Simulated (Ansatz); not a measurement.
## Molecular dynamics of Li

The input (input.yaml):

```yaml
accuracy: low
crystal:
  lattice:
    - [7.205315, 0.0, 0.0]
    - [0.0, 7.205315, 0.0]
    - [0.0, 0.0, 7.205315]
  atoms:
    - { symbol: Li, position: [0.0, 0.0, 0.0] }
    - { symbol: Li, position: [0.5, 0.0, 0.0] }
    - { symbol: Li, position: [0.0, 0.5, 0.0] }
    - { symbol: Li, position: [0.0, 0.0, 0.5] }
    - { symbol: Li, position: [0.25, 0.25, 0.25] }
    - { symbol: Li, position: [0.5, 0.5, 0.0] }
    - { symbol: Li, position: [0.5, 0.0, 0.5] }
    - { symbol: Li, position: [0.75, 0.25, 0.25] }
    - { symbol: Li, position: [0.0, 0.5, 0.5] }
    - { symbol: Li, position: [0.25, 0.75, 0.25] }
    - { symbol: Li, position: [0.25, 0.25, 0.75] }
    - { symbol: Li, position: [0.5, 0.5, 0.5] }
    - { symbol: Li, position: [0.75, 0.75, 0.25] }
    - { symbol: Li, position: [0.75, 0.25, 0.75] }
    - { symbol: Li, position: [0.25, 0.75, 0.75] }
    - { symbol: Li, position: [0.75, 0.75, 0.75] }
basis:
  ecutwfc: 420.0
kpoints:
  mp_grid: { grid: [2, 2, 2] }
hamiltonian:
  xc: pbe
scf:
  occupations: { method: fermi_dirac, width: 0.11 }
  lower_state_search: "off"
md:
  timestep: 1.5
  n_steps: 290
  ensemble: nve
  temperature: 2600.0
  initial_velocities: maxwell_boltzmann
  seed: 195384
```

Launched with:

```bash
$ ansatz run input.yaml --threads 1 --pin off --max-ram 3072MiB --backend cpu --events-out ev --progress --plain --runs-dir out
```

It starts from a structure without forces on its atoms.

Output, in part (step lines):

```
md step     0: t =     0.00 fs  T =  2600.0 K  F+E_penalty+E_count = -3274.58244118 eV  E_kin = 5.041140 eV  conserved = -3269.54130122 eV  (6 SCF iters)
md step     1: t =     1.50 fs  T =  2592.5 K  F+E_penalty+E_count = -3274.56793934 eV  E_kin = 5.026579 eV  conserved = -3269.54136005 eV  (7 SCF iters)
md step     2: t =     3.00 fs  T =  2569.8 K  F+E_penalty+E_count = -3274.52399688 eV  E_kin = 4.982569 eV  conserved = -3269.54142783 eV  (6 SCF iters)
md step     3: t =     4.50 fs  T =  2531.6 K  F+E_penalty+E_count = -3274.44998367 eV  E_kin = 4.908493 eV  conserved = -3269.54149055 eV  (6 SCF iters)
md step     4: t =     6.00 fs  T =  2477.7 K  F+E_penalty+E_count = -3274.34546119 eV  E_kin = 4.803929 eV  conserved = -3269.54153175 eV  (6 SCF iters)
md step     5: t =     7.50 fs  T =  2408.0 K  F+E_penalty+E_count = -3274.21042405 eV  E_kin = 4.668890 eV  conserved = -3269.54153436 eV  (4 SCF iters)
md step     6: t =     9.00 fs  T =  2323.0 K  F+E_penalty+E_count = -3274.04556804 eV  E_kin = 4.504090 eV  conserved = -3269.54147785 eV  (3 SCF iters)
md step     7: t =    10.50 fs  T =  2223.5 K  F+E_penalty+E_count = -3273.85254784 eV  E_kin = 4.311205 eV  conserved = -3269.54134314 eV  (4 SCF iters)
[... lines left out ...]
md step   289: t =   433.50 fs  T =   883.4 K  F+E_penalty+E_count = -3271.25213635 eV  E_kin = 1.712787 eV  conserved = -3269.53934979 eV  (3 SCF iters)
md step   290: t =   435.00 fs  T =   877.7 K  F+E_penalty+E_count = -3271.24107456 eV  E_kin = 1.701729 eV  conserved = -3269.53934592 eV  (6 SCF iters)
```

The steps, from the saved trajectory:

```tsv
time (fs)	T (K)	potential energy less start (eV)	conserved less start (meV/atom)
0.0	2600	0.000	0.00
13.5	1988	1.188	0.03
27.0	955	3.194	0.22
40.5	948	3.205	0.09
54.0	1070	2.968	0.09
67.5	1061	2.986	0.14
81.0	1287	2.547	0.09
94.5	1426	2.278	0.06
108.0	1129	2.854	0.11
121.5	1021	3.065	0.16
135.0	1343	2.437	0.06
148.5	1282	2.557	0.12
162.0	1196	2.723	0.11
175.5	1124	2.864	0.11
189.0	1096	2.919	0.13
202.5	1192	2.731	0.11
216.0	1258	2.604	0.11
229.5	1244	2.630	0.10
243.0	1139	2.835	0.11
256.5	1075	2.959	0.12
270.0	1116	2.879	0.12
283.5	1196	2.723	0.12
297.0	1235	2.648	0.10
310.5	1116	2.878	0.12
324.0	1047	3.014	0.17
337.5	1277	2.566	0.07
351.0	1127	2.857	0.09
364.5	777	3.536	0.11
378.0	623	3.837	0.16
391.5	980	3.142	0.10
405.0	1345	2.434	0.05
418.5	1164	2.785	0.09
432.0	893	3.312	0.12
```

All steps were run. The conserved energy stayed within 0.23 meV per atom of its start (net change 0.12 meV per atom), so the integration is sound. Over the second half the temperature averaged 0.42 of the 2600 K drawn at the start: a run that starts near a minimum puts about half its kinetic energy into the potential. A run of 0.43 ps of so small a system gives no equilibrium averages. Limits of this set-up: coarse k mesh, low accuracy level.

Mean squared displacements from the first frame to the last, about the centre of mass: Li 5.06 Å².

Last frame:

```xyz
16
Lattice="7.2053 0.0000 0.0000 0.0000 7.2053 0.0000 0.0000 0.0000 7.2053" Properties=species:S:1:pos:R:3
Li -0.610 -0.568 2.703
Li 3.640 1.994 -1.271
Li -1.708 3.961 -2.288
Li -0.278 -1.413 5.470
Li 2.938 1.508 1.954
Li 0.984 3.690 0.784
Li 4.769 -0.473 4.550
Li 5.579 1.504 1.676
Li 1.518 4.059 3.480
Li 3.743 6.328 0.788
Li 0.421 0.365 6.631
Li 2.647 4.423 6.134
Li 5.269 3.975 0.490
Li 7.807 2.544 4.689
Li 2.046 6.669 4.421
Li 4.468 4.665 3.022
```

The run took 12 min on 1 thread of AMD EPYC 7B13 (Zen 3), with other jobs on the host, peak memory 0.61 GiB.
